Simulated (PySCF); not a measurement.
# C2H6B2Si: electronic excitations and core binding energies

Aim: predict the electronic excitations and core binding energies of C2H6B2Si (`BBC#C[SiH3]`).

Computed with PySCF 2.14.0, with density-fitted response routines of our own, on a single molecule in the gas phase. Atoms count from 0, in the outputs and in this text.

### 1 The molecule as given

11 atoms, charge 0, multiplicity 1; geometry from: GFN2-xTB.

Bonds of the start (Å): B0–B1 1.63, B1–C2 1.50, C2–C3 1.22, C3–Si4 1.84, B0–H5 1.17, B0–H6 1.17, B1–H7 1.18, Si4–H8 1.47, Si4–H9 1.47, Si4–H10 1.47.

### 2 Excited states and response: CAM-B3LYP/def2-SVPD

Job settings and geometry (Å):

```
{"job": {"kind": "uv", "xc": "CAM-B3LYP", "basis": "def2-SVPD", "nstates": 8, "ntriplets": 3}, "charge": 0, "multiplicity": 1}
B      2.830350     0.370923    -0.054286
B      1.676862    -0.711160    -0.436920
C      0.223218    -0.431680    -0.189925
C     -0.949711    -0.178629     0.011655
Si    -2.730913     0.207227     0.298470
H      3.379179     0.375049     0.983063
H      3.189290     1.197069    -0.806841
H      1.920786    -1.753177    -0.930017
H     -2.842012     1.064942     1.482530
H     -3.466627    -1.043578     0.508406
H     -3.224998     0.905684    -0.892098
```

Method: TDDFT CAM-B3LYP/def2-SVPD, vertical, gas phase, core orbitals frozen in the response.

Command:

```
$ OMP_NUM_THREADS=1 python probes_run.py task.json out
```

This one command runs all jobs of the session in turn.

**Question.** This job is followed by: delta-SCF UKS SCAN, pcX-2 on the ionised atom, pcseg-1 elsewhere, spin-free X2C. Predict these results of the whole session: lowest singlet (CAM-B3LYP/def2-SVPD); brightest single state of those computed; lowest triplet; surface potential, 1st and 99th percentile; C1s binding energies, SCAN/pcX-2 (standing for 1 of 2 atoms); Si1s binding energies, SCAN/pcX-2; Si2p binding energies, SCAN/pcX-2.

As calculated:

| quantity | value |
| --- | --- |
| lowest singlet (CAM-B3LYP/def2-SVPD) | 3.71 eV (334 nm), f = 0.000 |
| brightest single state of those computed | state 3, 5.34 eV, f = 0.128 |
| lowest triplet | 3.36 eV |
| surface potential, 1st and 99th percentile | -0.63 V and 1.51 V |
| C1s binding energies, SCAN/pcX-2 (standing for 1 of 2 atoms) | C2 290.03 eV |
| Si1s binding energies, SCAN/pcX-2 | Si4 1847.00 eV |
| Si2p binding energies, SCAN/pcX-2 | Si4 107.41 eV |

What this shows: The first singlet state (HOMO→LUMO 0.97) lies at 3.71 eV and is dark; of the 8 states computed, the strongest absorption comes from state 3 at 5.34 eV. The lowest triplet lies 0.35 eV below the lowest singlet (triplets in Tamm-Dancoff, singlets in full TDDFT). At CAM-B3LYP/def2-SVPD, counted by nearest atom on the grid, the HOMO lies on C3 38 %; C2 24 %, the LUMO on B1 40 %; C3 23 %.
